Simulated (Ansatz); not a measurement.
# CdH7NOSi2: the cost of one run

Computed with Ansatz 0.2.0, Gaussian basis. Level: the settings change from run to run.

### Step 1. The geometry

The geometry comes from an earlier relaxation with PBE0-D4 in a triple-zeta def2 set; it is a stationary point, not always the lowest conformer. Cd takes a core potential in def2 sets; no spin-orbit term is included.

SMILES `[OH][Cd][N]([SiH3])[SiH3]`, 12 atoms, charge 0, spin multiplicity 1.

Atoms are counted from 1 here; the program's logs count them from 0.

Bond lengths: O1–Cd2 1.957 Å, O1–H6 0.960 Å, Cd2–N3 2.011 Å, N3–Si4 1.720 Å, N3–Si5 1.720 Å, Si4–H7 1.491 Å, Si4–H8 1.491 Å, Si4–H9 1.492 Å, Si5–H10 1.491 Å, Si5–H11 1.491 Å, Si5–H12 1.492 Å. Angles: Cd2–O1–H6 112.7°, O1–Cd2–N3 176.1°, Cd2–N3–Si4 118.0°, Cd2–N3–Si5 118.0°, Si4–N3–Si5 123.9°, N3–Si4–H7 112.3°, N3–Si4–H8 112.1°, N3–Si4–H9 108.8°, H7–Si4–H8 107.3°, H7–Si4–H9 107.9°, H8–Si4–H9 108.3°, N3–Si5–H10 112.1°, N3–Si5–H11 112.3°, N3–Si5–H12 108.8°, H10–Si5–H11 107.3°, H10–Si5–H12 108.3°, H11–Si5–H12 107.9°.

As a file:

```mol
CdH7NOSi2
  3D, bonds by distance, orders not assigned

 12 11  0  0  0  0  0  0  0  0999 V2000
    0.0917    3.6278    0.9782 O   0  0
    0.0270    1.7447    0.4488 Cd  0  0
    0.0503   -0.2159    0.0028 N   0  0
   -1.0876   -1.2375    0.7902 Si  0  0
    1.1857   -0.7655   -1.1664 Si  0  0
   -0.4822    4.1829    0.4454 H   0  0
   -2.0388   -1.8710   -0.1679 H   0  0
   -0.4238   -2.3370    1.5470 H   0  0
   -1.8815   -0.4200    1.7532 H   0  0
    2.0915   -1.8148   -0.6179 H   0  0
    0.5238   -1.3389   -2.3736 H   0  0
    2.0208    0.3903   -1.6056 H   0  0
  1  2  8  0
  2  3  8  0
  3  4  8  0
  3  5  8  0
  1  6  8  0
  4  7  8  0
  4  8  8  0
  4  9  8  0
  5 10  8  0
  5 11  8  0
  5 12  8  0
M  END
```

### Step 2. PBE-QIDH/def2-SVPD

This run has charge -1, multiplicity 2, a point charge of -1.00 e beside it, the search for lower states set to full.

The input, in.yaml:

```yaml
crystal:
  periodic: [false, false, false]
  atoms:
    - {symbol: O, position_ang: [0.091663, 3.627788, 0.978160]}
    - {symbol: Cd, position_ang: [0.027040, 1.744651, 0.448788]}
    - {symbol: N, position_ang: [0.050276, -0.215904, 0.002822]}
    - {symbol: Si, position_ang: [-1.087571, -1.237525, 0.790205]}
    - {symbol: Si, position_ang: [1.185709, -0.765513, -1.166408]}
    - {symbol: H, position_ang: [-0.482173, 4.182934, 0.445356]}
    - {symbol: H, position_ang: [-2.038822, -1.870969, -0.167939]}
    - {symbol: H, position_ang: [-0.423758, -2.337039, 1.546972]}
    - {symbol: H, position_ang: [-1.881504, -0.420017, 1.753201]}
    - {symbol: H, position_ang: [2.091531, -1.814751, -0.617901]}
    - {symbol: H, position_ang: [0.523820, -1.338904, -2.373594]}
    - {symbol: H, position_ang: [2.020790, 0.390251, -1.605563]}
basis:
  gaussian: {orbitals: def2-SVPD, point_charges: [{charge: -1.00, position_ang: [7.052, 0.250, 0.132]}]}
total_charge: -1
magnetization: {spin_polarized: true, initial_magnetization: 1}
hamiltonian: {xc: {name: PBE-QIDH}}
scf: {lower_state_search: full}
output: {forces: true}
```

On the command line:

```bash
> ansatz run in.yaml --threads 4 --pin off --events-out ev --progress --plain --max-ram 11315MiB
```

Q: Estimate wall time and peak memory on 4 threads of Intel Xeon 6975P-C, shared host.

About 30 s, with a peak of 1.1 GiB.
